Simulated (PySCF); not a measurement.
# C6H6GeO: the cost of one run

Computed with PySCF 2.14.0, with density-fitted response routines of our own, on a single molecule in the gas phase. Atoms are numbered from 0 throughout.

## 1. The starting structure

14 atoms, charge 0, multiplicity 1; geometry from: GFN2-xTB.

Bonds of the start (Å): C0–C1 1.20, C1–C2 1.42, C2–C3 1.36, C3–C4 1.43, C4–C5 1.35, C5–Ge6 1.93, Ge6–O7 1.79, O7–C2 1.34, C0–H8 1.05, C3–H9 1.08, C4–H10 1.09, C5–H11 1.08, Ge6–H12 1.51, Ge6–H13 1.51.

## 2. Excited states and response: PBE0/def2-SVPD

The job: settings as JSON, then the geometry in Å.

```
{"job": {"kind": "uv", "xc": "PBE0", "basis": "def2-SVPD", "nstates": 8, "ntriplets": 3}, "charge": 0, "multiplicity": 1}
C      3.425826    -0.720601    -0.319185
C      2.260645    -0.446591    -0.218542
C      0.873043    -0.171604    -0.085502
C      0.410126     1.078102    -0.331614
C     -0.961941     1.470761    -0.230500
C     -1.985364     0.666405     0.119910
Ge    -1.633886    -1.189288     0.534407
O      0.140807    -1.230895     0.285666
H      4.448856    -0.934151    -0.414508
H      1.130588     1.826707    -0.623449
H     -1.168215     2.511067    -0.461639
H     -2.985230     1.070185     0.164071
H     -2.149456    -2.262056    -0.401378
H     -1.806476    -1.668515     1.960097
```

Level: TDDFT PBE0/def2-SVPD, vertical, gas phase, core orbitals frozen in the response.

The run is started by

```console
$ OMP_NUM_THREADS=1 python probes_run.py task.json out
```

This one command runs all jobs of the session in turn.

**Question.** How long does this job take on 1 thread of Arm Neoverse N1, shared host, and how much memory does it need?

About 96 s, with a peak of 1 GiB.
